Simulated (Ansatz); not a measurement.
BH7NPSi, SMILES B[SiH](N)P, a ladder of methods at one geometry

With Ansatz's Python interface.

Run as a notebook:

**Cell 1**
```python
import ansatz as az
```

**Cell 2**
```python
GEOMETRY = """
B    -0.67430    1.44850    0.00710
Si    0.43260   -0.04900    0.21920
N    -0.29660   -1.14470    1.43080
P     0.70370   -1.10390   -1.70630
H    -1.19720    1.71720   -1.07810
H    -0.95420    2.21220    0.91420
H     1.79050    0.40520    0.66920
H     0.44560   -1.92190    1.54840
H    -0.26270   -0.60970    2.39280
H     0.88830    0.09860   -2.43810
H    -0.81020   -1.10950   -1.93870
"""
```

**Cell 3**
```python
system = az.Crystal.molecule()
for line in GEOMETRY.strip().splitlines():
    symbol, *xyz = line.split()
    system = system.atom(symbol, [float(v) for v in xyz])
```

**Cell 4**
```python
job = system.calculation().basis(gaussian="def2-SVP")
```

**Cell 5**
```python
methods = ["mp2", "ccsd", "ccsd_t"]
batch = az.Session.batch([job.correlation(m).input() for m in methods])
reports = sorted(batch.plan().execute().molecular_reports, key=lambda each: each["member"])
print(f"Hartree-Fock reference {reports[0]['reference_energy_ev'] / 27.211386246:.6f} Ha")
best = reports[-1]["free_energy_ev"] - reports[-1]["reference_energy_ev"]
for method, each in zip(methods, reports):
    gained = each["free_energy_ev"] - each["reference_energy_ev"]
    print(f"{method:8s} total {each['free_energy_ev'] / 27.211386246:.6f} Ha  correlation {gained:9.4f} eV  ({100 * gained / best:.1f} % of the last)")
```
Output:
```text
Hartree-Fock reference -712.575868 Ha
mp2      total -713.055656 Ha  correlation  -13.0557 eV  (85.6 % of the last)
ccsd     total -713.120557 Ha  correlation  -14.8217 eV  (97.2 % of the last)
ccsd_t   total -713.136354 Ha  correlation  -15.2516 eV  (100.0 % of the last)
```

Total energies depend on the basis set; only differences at equal settings carry meaning. The geometry is a force-field or estimated start, not a minimum of this method, and the basis set is short of its limit. A lower total doesn't mark the better method: functionals have no common bound, and MP2 and coupled cluster aren't variational. Inner cores stay frozen, so this is valence correlation.
